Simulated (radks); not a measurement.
# Taking charge from the 5p level of Tm⁺ in fractions

What happens to E and to the 5p eigenvalue of Tm⁺ when a fraction of an electron is removed? The exact functional would give straight lines between whole numbers for a frontier level.

Method: scalar-relativistic Kohn-Sham, LDA (Slater exchange, Perdew-Wang correlation), spin-polarised, spherical densities, point nucleus; open shells are filled with parallel spins first. Code: radks (a radial shooting solver on a logarithmic mesh, Libxc functionals) version 1.

**1. The atom as given**

| Item | Value |
| --- | --- |
| element | thulium (Z = 69) |
| charge | +1 |
| electrons | 68 |
| configuration | [Kr] 4d10 4f13 5s2 5p(up 3, down 3) 6s1 |

A shell typed twice in an input gives spin up, then spin down.

**2. Start: [Kr] 4d10 4f13 5s2 5p(up 3, down 3) 6s1**

The run's settings:

```text
Z 69
configuration [Kr] 4d10 4f13 5s2 5p3 5p3 6s1
relativity scalar-relativistic
functional lda,pw
spin polarised
nucleus point
c 137.035999084
```

Command:

```sh
$ python run_ks.py task.json out
```

The same process makes all the runs of this session.

**3. 0.125 electron removed from 5p**

The run's settings:

```text
Z 69
configuration [Kr] 4d10 4f13 5s2 5p3 5p2.875 6s1
relativity scalar-relativistic
functional lda,pw
spin polarised
nucleus point
c 137.035999084
```

**4. 0.25 electron removed from 5p**

The run's settings:

```text
Z 69
configuration [Kr] 4d10 4f13 5s2 5p3 5p2.75 6s1
relativity scalar-relativistic
functional lda,pw
spin polarised
nucleus point
c 137.035999084
```

**5. 0.375 electron removed from 5p**

The run's settings:

```text
Z 69
configuration [Kr] 4d10 4f13 5s2 5p3 5p2.625 6s1
relativity scalar-relativistic
functional lda,pw
spin polarised
nucleus point
c 137.035999084
```

**6. 0.5 electron removed from 5p**

The run's settings:

```text
Z 69
configuration [Kr] 4d10 4f13 5s2 5p3 5p2.5 6s1
relativity scalar-relativistic
functional lda,pw
spin polarised
nucleus point
c 137.035999084
```

**7. 0.625 electron removed from 5p**

The run's settings:

```text
Z 69
configuration [Kr] 4d10 4f13 5s2 5p3 5p2.375 6s1
relativity scalar-relativistic
functional lda,pw
spin polarised
nucleus point
c 137.035999084
```

**8. 0.75 electron removed from 5p**

The run's settings:

```text
Z 69
configuration [Kr] 4d10 4f13 5s2 5p3 5p2.25 6s1
relativity scalar-relativistic
functional lda,pw
spin polarised
nucleus point
c 137.035999084
```

**9. 0.875 electron removed from 5p**

The run's settings:

```text
Z 69
configuration [Kr] 4d10 4f13 5s2 5p3 5p2.125 6s1
relativity scalar-relativistic
functional lda,pw
spin polarised
nucleus point
c 137.035999084
```

**10. 1 electron removed from 5p**

The run's settings:

```text
Z 69
configuration [Kr] 4d10 4f13 5s2 5p3 5p2 6s1
relativity scalar-relativistic
functional lda,pw
spin polarised
nucleus point
c 137.035999084
```

What does the calculation give? Wanted: for each run, removed; E − E(0); eigenvalue; E minus straight line.

As calculated:

| removed (e) | E − E(0) (eV) | eigenvalue (eV) | E minus straight line (eV) |
| --- | --- | --- | --- |
| 0 | 0.000 | -33.601 | 0.000 |
| 0.125 | 4.287 | -35.078 | -0.667 |
| 0.25 | 8.761 | -36.576 | -1.149 |
| 0.375 | 13.422 | -38.095 | -1.442 |
| 0.5 | 18.275 | -39.632 | -1.544 |
| 0.625 | 23.321 | -41.186 | -1.453 |
| 0.75 | 28.562 | -42.756 | -1.166 |
| 0.875 | 34.000 | -44.342 | -0.683 |
| 1 | 39.637 | -45.942 | 0.000 |

What this shows: Removing the whole electron costs 39.637 eV, against 33.601 eV from minus the starting eigenvalue. Slater's transition state, half an electron removed, gives 39.632 eV. The trapezoid integral of minus the eigenvalue gives 39.679 eV over the range, against 39.637 eV from the energies (Janak's theorem; approximate here, since the scalar-relativistic density holds large components alone). The eigenvalue moves by 12.3 eV per electron. E bends below the straight line by 1.54 eV at 0.5 electron removed.
